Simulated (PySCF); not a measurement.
# SrBr: from the state search to spectroscopic constants

Aim: find the lowest electronic state of SrBr, scan its bond at several levels of theory, and get bond length, wavenumber and dissociation energy from each curve.

Program: PySCF 2.14.0. Level of theory: Sr def2-SVP with ECP28, Br def2-SVP, scalar-relativistic core potentials. These are calculated values, not measurements.

1 further run of the same task is left out (it didn't finish).

## (1) Set-up

Settings of the job:

```json
{
 "atoms": "Sr, Br",
 "charge": "0",
 "basis": "Sr def2-SVP with ECP28, Br def2-SVP",
 "Hamiltonian": "scalar-relativistic core potentials",
 "basis functions": "55",
 "electrons treated": "45",
 "masses in u": "87.9056, 78.9183",
 "levels": "PBE0, PBE, r²SCAN, revPBE, r²SCANh, M06-2X, HF, MP2, SCS-MP2",
 "grid": "80 radial by 434 angular points",
 "occupations": "held fixed by the projection of orbital angular momentum",
 "dissociation limit": "Sr + Br, each in its ground configuration",
 "starting distance in angstrom": "2.825",
 "values of 2S to try": "1, 3"
}
```

The run is started by

```console
OMP_NUM_THREADS=1 python dia.py task.json out
```

The runs that follow: First curve: PBE0; Higher solutions at PBE0; PBE; r²SCAN (meta-GGA); revPBE (GGA); r²SCANh; M06-2X; UHF (mean field).

Before running it: what results should come out? Wanted: for each run, Re; ωe; De; μ.

**Answer**, as computed:

Lowest PBE0 solution found, without spin–orbit coupling: ²Σ⁺ (doublet), unpaired electrons σ ↑. State 2 has its PBE0 minimum 1.59 eV higher. State 3 has its PBE0 minimum 5.37 eV higher. The other levels ran on the lowest alone.

```tsv
level	Re (Å)	ωe (cm⁻¹)	De (eV)	μ (D)
UHF	2.839	210.1	3.35	-5.05
UHF-MP2	2.791	219.1	3.64	n/a
UHF-SCS-MP2	2.799	217.5	3.49	n/a
PBE	2.760	216.5	3.89	-4.66
revPBE	2.778	211.4	3.77	-4.66
r²SCAN	2.767	219.1	4.17	-4.95
r²SCANh	2.767	219.4	4.13	-5.03
PBE0	2.762	218.7	3.88	-4.86
M06-2X	2.784	216.5	3.69	-5.26
```

De is counted to Sr + Br in their ground configurations. A positive dipole means Sr(−)Br(+).

Bond lengths run from 2.760 Å (PBE) to 2.839 Å (UHF). Of the levels with a De here, UHF gives the least (3.35 eV) and r²SCAN the most (4.17 eV).

Correlated steps freeze 9 core orbitals. Spin–orbit coupling is left out.
